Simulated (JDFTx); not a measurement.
# Cl2GaH in JDFTx: reference runs

Aim: a first look at Cl2GaH with PBE, on the cell as given.

Program: JDFTx 1.7.0 (patched build). These are calculated values, not measurements. Logs are shortened: lines on timing, memory, paths and dates and some standing lists are left out, and cuts for length are marked. The log counts tension as positive stress, the text compression.

**1. The molecule as given**

The cell holds a molecule in a box, 4 atoms: a = 12.000 Å, b = 13.000 Å, c = 11.000 Å, α = 90.00°, β = 90.00°, γ = 90.00°.

**2. Single point, PBE**

GaHCl2.in reads:

```
lattice \
   22.6767134955     0.0000000000     0.0000000000 \
    0.0000000000    24.5664396201     0.0000000000 \
    0.0000000000     0.0000000000    20.7869873709
coords-type Lattice
ion Cl     0.3772458300     0.4980230800     0.4408545500 1
ion Cl     0.6249208300     0.3841230800     0.5653272700 1
ion Ga     0.5476958300     0.5167230800     0.4894000000 1
ion H      0.6107791700     0.6191076900     0.4708636400 1

ion-species pseudo/Cl.upf
ion-species pseudo/Ga.upf
ion-species pseudo/H.upf
elec-cutoff 40 320
elec-ex-corr gga-PBE
kpoint-folding 1 1 1
elec-smearing Fermi 0.0018374661
elec-n-bands 21
electronic-SCF nIterations 100 energyDiffThreshold 1e-09
electronic-minimize nIterations 30 energyDiffThreshold 1e-7
converge-empty-states yes
forces-output-coords Cartesian

dump-name run.$VAR
dump End Ecomponents EigStats BandEigs Kpoints Forces Stress
```

Potentials or basis: PseudoDojo-SR-PBE-0.5-standard with smoothed tails.

The run is started by

```console
$ jdftx -c 1 -i GaHCl2.in -o GaHCl2.out
```

The log of the run:

```text
*************** JDFTx 1.7.0 (patched build) ***************

Input parsed successfully to the following command list (including defaults):
[... the input with its defaults ...]

---------- Setting up symmetries ----------

Found 8 point-group symmetries of the bravais lattice
Found 1 space-group symmetries with basis
Applied RMS atom displacement 0 bohrs to make symmetries exact.

---------- Initializing the Grid ----------
R =
[      22.6767            0            0  ]
[            0      24.5664            0  ]
[            0            0       20.787  ]
unit cell volume = 11580.1
G =
[   0.277077          0          0  ]
[          0   0.255763          0  ]
[          0          0   0.302265  ]
Minimum fftbox size, Smin = [  184  200  168  ]
Chosen fftbox size, S = [  192  200  168  ]

---------- Initializing tighter grid for wavefunction operations ----------
R =
[      22.6767            0            0  ]
[            0      24.5664            0  ]
[            0            0       20.787  ]
unit cell volume = 11580.1
G =
[   0.277077          0          0  ]
[          0   0.255763          0  ]
[          0          0   0.302265  ]
Minimum fftbox size, Smin = [  132  140  120  ]
Chosen fftbox size, S = [  140  140  120  ]

---------- Exchange Correlation functional ----------
Initalized PBE GGA exchange.
Initalized PBE GGA correlation.

---------- Setting up pseudopotentials ----------
Width of ionic core gaussian charges (only for fluid interactions / plotting) set to 0

Reading pseudopotential file 'pseudo/Cl.upf':
  'Cl' pseudopotential, 'PBE' functional
  Generated using ONCVPSP code by D. R. Hamann
  7 valence electrons, 2 orbitals, 6 projectors, 1001 radial grid points, with lMax = 2
    3S    l: 0   occupation:  2.0   eigenvalue: -0.760417
    3P    l: 1   occupation:  5.0   eigenvalue: -0.315867
  Core radius for overlap checks: 1.71 bohrs.

Reading pseudopotential file 'pseudo/Ga.upf':
  'Ga' pseudopotential, 'PBE' functional
  Generated using ONCVPSP code by D. R. Hamann
  13 valence electrons, 3 orbitals, 6 projectors, 1001 radial grid points, with lMax = 2
    3D    l: 2   occupation: 10.0   eigenvalue: -0.703915
    4S    l: 0   occupation:  2.0   eigenvalue: -0.328859
    4P    l: 1   occupation:  1.0   eigenvalue: -0.094784
  Core radius for overlap checks: 1.84 bohrs.

Reading pseudopotential file 'pseudo/H.upf':
  'H' pseudopotential, 'PBE' functional
  Generated using ONCVPSP code by D. R. Hamann
  1 valence electrons, 1 orbitals, 3 projectors, 1001 radial grid points, with lMax = 1
    1S    l: 0   occupation:  1.0   eigenvalue: -0.238602
  Core radius for overlap checks: 0.96 bohrs.

Initialized 3 species with 4 total atoms.

Folded 1 k-points by 1x1x1 to 1 k-points.

---------- Setting up k-points, bands, fillings ----------
No reducable k-points.
Computing the number of bands and number of electrons
Calculating initial fillings.
nElectrons:  28.000000   nBands: 21   nStates: 1

----- Setting up reduced wavefunction bases (one per k-point) -----
average nbasis = 139887.000 , ideal nbasis = 139925.823

---------- Setting up ewald sum ----------
Optimum gaussian width for ewald sums = 7.163711 bohr.
Real space sum over 891 unit cells with max indices [  4  4  5  ]
Reciprocal space sum over 2535 terms with max indices [  6  7  6  ]

---------- Allocating electronic variables ----------
Initializing wave functions:  linear combination of atomic orbitals
Note: number of bands (21) exceeds available atomic orbitals (18)
Cl pseudo-atom occupations:   s ( 2 )  p ( 5 )
Ga pseudo-atom occupations:   s ( 2 )  p ( 1 )  d ( 10 )
H pseudo-atom occupations:   s ( 1 )
	FillingsUpdate:  mu: -0.192333737  nElectrons: 28.000000
LCAOMinimize: Iter:   0  F: -97.6576880643680170  |grad|_K:  1.948e-02  alpha:  1.000e+00
	FillingsUpdate:  mu: -0.188290130  nElectrons: 28.000000
LCAOMinimize: Iter:   1  F: -97.7063859659584466  |grad|_K:  5.206e-03  alpha:  4.189e-01  linmin: -2.830e-01  cgtest:  8.465e-01
LCAOMinimize: Encountered beta<0, resetting CG.
[... 8 lines of inner loops ...]
LCAOMinimize: Iter:   5  F: -97.7097722475245405  |grad|_K:  2.118e-05  alpha:  6.151e-01  linmin:  4.253e-04  cgtest: -6.551e-03
	FillingsUpdate:  mu: -0.182043527  nElectrons: 28.000000
LCAOMinimize: Iter:   6  F: -97.7097723092076080  |grad|_K:  1.702e-06  alpha:  6.241e-01  linmin:  4.675e-04  cgtest:  1.278e-02
LCAOMinimize: Converged (|Delta F|<1.000000e-06 for 2 iters).

-------- Electronic minimization -----------
Will mix electronic density at each iteration.
	FillingsUpdate:  mu: -0.182043527  nElectrons: 28.000000
	FillingsUpdate:  mu: -0.199014036  nElectrons: 28.000000
SCF: Cycle:  0   F: -97.770040779713028   dF: -6.027e-02   |Residual|: 1.917e-01   |deigs|: 1.465e-01
	FillingsUpdate:  mu: -0.180166582  nElectrons: 28.000000
SCF: Cycle:  1   F: -97.847090794760831   dF: -7.705e-02   |Residual|: 8.694e-02   |deigs|: 3.377e-02
	FillingsUpdate:  mu: -0.163440077  nElectrons: 28.000000
SCF: Cycle:  2   F: -97.864918903749682   dF: -1.783e-02   |Residual|: 2.635e-02   |deigs|: 2.437e-02
	FillingsUpdate:  mu: -0.158399336  nElectrons: 28.000000
SCF: Cycle:  3   F: -97.865984890864567   dF: -1.066e-03   |Residual|: 1.457e-02   |deigs|: 6.117e-03
	FillingsUpdate:  mu: -0.151945383  nElectrons: 28.000000
SCF: Cycle:  4   F: -97.866356394138577   dF: -3.715e-04   |Residual|: 6.491e-03   |deigs|: 6.815e-03
	FillingsUpdate:  mu: -0.147411997  nElectrons: 28.000000
SCF: Cycle:  5   F: -97.866446344871903   dF: -8.995e-05   |Residual|: 4.795e-03   |deigs|: 4.388e-03
	FillingsUpdate:  mu: -0.144838168  nElectrons: 28.000000
SCF: Cycle:  6   F: -97.866464897737444   dF: -1.855e-05   |Residual|: 2.676e-03   |deigs|: 2.368e-03
	FillingsUpdate:  mu: -0.142705563  nElectrons: 28.000000
SCF: Cycle:  7   F: -97.866464678180265   dF: +2.196e-07   |Residual|: 1.830e-03   |deigs|: 3.123e-03
	FillingsUpdate:  mu: -0.142029182  nElectrons: 28.000000
SCF: Cycle:  8   F: -97.866477698412353   dF: -1.302e-05   |Residual|: 1.490e-03   |deigs|: 1.388e-03
	FillingsUpdate:  mu: -0.141993331  nElectrons: 28.000000
SCF: Cycle:  9   F: -97.866491623808912   dF: -1.393e-05   |Residual|: 1.002e-03   |deigs|: 1.204e-03
	FillingsUpdate:  mu: -0.141867704  nElectrons: 28.000000
SCF: Cycle: 10   F: -97.866499151986616   dF: -7.528e-06   |Residual|: 8.586e-04   |deigs|: 7.715e-04
	FillingsUpdate:  mu: -0.141824168  nElectrons: 28.000000
SCF: Cycle: 11   F: -97.866501713975921   dF: -2.562e-06   |Residual|: 1.110e-03   |deigs|: 6.504e-04
	FillingsUpdate:  mu: -0.141759603  nElectrons: 28.000000
SCF: Cycle: 12   F: -97.866502998852667   dF: -1.285e-06   |Residual|: 4.120e-04   |deigs|: 2.902e-04
	FillingsUpdate:  mu: -0.141816217  nElectrons: 28.000000
SCF: Cycle: 13   F: -97.866503091507937   dF: -9.266e-08   |Residual|: 2.363e-04   |deigs|: 4.671e-04
	FillingsUpdate:  mu: -0.141715025  nElectrons: 28.000000
SCF: Cycle: 14   F: -97.866503185251958   dF: -9.374e-08   |Residual|: 1.652e-04   |deigs|: 4.762e-04
	FillingsUpdate:  mu: -0.141622572  nElectrons: 28.000000
SCF: Cycle: 15   F: -97.866503231320891   dF: -4.607e-08   |Residual|: 1.138e-04   |deigs|: 2.477e-04
	FillingsUpdate:  mu: -0.141602615  nElectrons: 28.000000
SCF: Cycle: 16   F: -97.866503260503066   dF: -2.918e-08   |Residual|: 7.820e-05   |deigs|: 1.484e-04
	FillingsUpdate:  mu: -0.141618107  nElectrons: 28.000000
SCF: Cycle: 17   F: -97.866503277077953   dF: -1.657e-08   |Residual|: 4.455e-05   |deigs|: 3.089e-04
	FillingsUpdate:  mu: -0.141613591  nElectrons: 28.000000
SCF: Cycle: 18   F: -97.866503287967419   dF: -1.089e-08   |Residual|: 2.854e-05   |deigs|: 2.424e-04
	FillingsUpdate:  mu: -0.141615710  nElectrons: 28.000000
SCF: Cycle: 19   F: -97.866503297893303   dF: -9.926e-09   |Residual|: 2.225e-05   |deigs|: 1.890e-04
	FillingsUpdate:  mu: -0.141629821  nElectrons: 28.000000
SCF: Cycle: 20   F: -97.866503309236137   dF: -1.134e-08   |Residual|: 1.443e-05   |deigs|: 1.168e-04
	FillingsUpdate:  mu: -0.141637920  nElectrons: 28.000000
SCF: Cycle: 21   F: -97.866503312251766   dF: -3.016e-09   |Residual|: 1.129e-05   |deigs|: 6.433e-05
	FillingsUpdate:  mu: -0.141641160  nElectrons: 28.000000
SCF: Cycle: 22   F: -97.866503313837967   dF: -1.586e-09   |Residual|: 7.830e-06   |deigs|: 7.256e-05
	FillingsUpdate:  mu: -0.141640446  nElectrons: 28.000000
SCF: Cycle: 23   F: -97.866503314788389   dF: -9.504e-10   |Residual|: 5.147e-06   |deigs|: 2.429e-05
	FillingsUpdate:  mu: -0.141639607  nElectrons: 28.000000
SCF: Cycle: 24   F: -97.866503315330391   dF: -5.420e-10   |Residual|: 3.504e-06   |deigs|: 1.485e-05
SCF: Converged (|Delta E|<1.000000e-09 for 2 iters).

Setting wave functions to eigenvectors of Hamiltonian
Converging empty states (this may take a while): |deigs|: 1.889e-04

# Stress tensor in Cartesian coordinates [Eh/a0^3]:
[ -1.21528e-06  4.55068e-07 -5.25068e-07  ]
[  4.55068e-07 -4.63188e-07  3.07402e-07  ]
[ -5.25068e-07  3.07402e-07 -2.40664e-07  ]

# Ionic positions in lattice coordinates:
ion Cl   0.377245830000000   0.498023080000000   0.440854550000000 1
ion Cl   0.624920830000000   0.384123080000000   0.565327270000000 1
ion Ga   0.547695830000000   0.516723080000000   0.489400000000000 1
ion H   0.610779170000000   0.619107690000000   0.470863640000000 1

# Forces in Cartesian coordinates:
force Cl  -0.003285628339826  -0.000288237335120  -0.000895535617410 1
force Cl   0.001559464083191  -0.002689680736009   0.001366676228963 1
force Ga   0.002413733387853   0.004156019262021  -0.000662206585662 1
force H  -0.000681667591689  -0.001191366614067   0.000185900746602 1

# Energy components:
   Eewald =       11.3821509327432757
       EH =       98.0787210844882935
     Eloc =     -229.6713629495580165
      Enl =      -33.9527223187854830
      Exc =      -30.1961528054572987
 Exc_core =       12.0759187691374059
       KE =       74.4169439721014214
-------------------------------------
     Etot =      -97.8665033153303909
       TS =        0.0000000000000001
-------------------------------------
        F =      -97.8665033153303909

IonicMinimize: Iter:   0  F: -97.866503315330391  |grad|_K:  2.014e-03
IonicMinimize: None of the convergence criteria satisfied after 0 iterations.

#--- Lowdin population analysis ---
# oxidation-state Cl -0.228 -0.228
# oxidation-state Ga +0.734
# oxidation-state H -0.102

Dumping 'run.eigStats' ...
	eMin: -0.767839 at state 0 ( [ +0.000000 +0.000000 +0.000000 ] spin 0 )
	HOMO: -0.269515 at state 0 ( [ +0.000000 +0.000000 +0.000000 ] spin 0 )
	mu  : -0.141636
	LUMO: -0.078011 at state 0 ( [ +0.000000 +0.000000 +0.000000 ] spin 0 )
	eMax: +0.036699 at state 0 ( [ +0.000000 +0.000000 +0.000000 ] spin 0 )
	HOMO-LUMO gap: +0.191504
	Optical gap  : +0.191504 at state 0 ( [ +0.000000 +0.000000 +0.000000 ] spin 0 )
Done!
[note: mu as printed may lie anywhere between the filled and the empty levels]
```

Run time: 8.1 min. Hardware: 1 thread of Intel Xeon Platinum 8559C (Emerald Rapids), shared host; peak memory 2.1 GiB.

Results:

```yaml
Free_energy: -2663.0832 eV
Largest_force: 0.249 eV/Å
Gap_between_the_frontier_levels: 5.21 eV
Loewdin_charges: Cl -0.23; Ga +0.73; H -0.10 e
```

Forces on the atoms (eV/Å):
```
Cl  -0.169 -0.015 -0.046
Ga   0.124  0.214 -0.034
Cl   0.080 -0.138  0.070
H   -0.035 -0.061  0.010
```

A hybrid or GW would open this gap; PBE tends to underestimate it.
